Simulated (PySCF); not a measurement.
# C5H6BF2N: the cost of one run

Computed with PySCF 2.14.0 and routines of our own; the level stands in each step. Atoms count from 0.

## 1. The system as given

15 atoms, charge 0, multiplicity 1; geometry from: GFN2-xTB.

## 2. Relaxing the molecule at PBE0-D3(BJ)/def2-SVP

Job settings and geometry (Å):

```
{"job": {"xc": "PBE0", "basis": "def2-SVP", "d3": "d3bj", "grid": 2, "kind": "geom"}, "charge": 0, "multiplicity": 1}
C      1.693965    -0.756691     0.240163
N      0.288643    -0.516747     0.069204
C     -0.662646    -1.465075     0.037660
C     -1.892840    -0.868944    -0.141373
C     -1.665105     0.502281    -0.220482
C     -0.293094     0.721679    -0.087956
B      0.438004     2.054913    -0.109545
F     -0.197241     3.207587    -0.265307
F      1.755705     2.190177     0.022921
H      1.865676    -1.826779     0.341673
H      2.063948    -0.247337     1.131495
H      2.253604    -0.382724    -0.618782
H     -0.418761    -2.505196     0.143186
H     -2.836854    -1.371825    -0.206068
H     -2.397418     1.272670    -0.358702
```

On the command line:

```
$ OMP_NUM_THREADS=1 python excited_run.py task.json out
```

One launch serves the whole session: the jobs run in the order shown.

**Question.** How long does this first job take on 1 thread of Arm Neoverse V2, shared host, and how much memory does it need?

About 53 s, with a peak of 0.75 GiB.
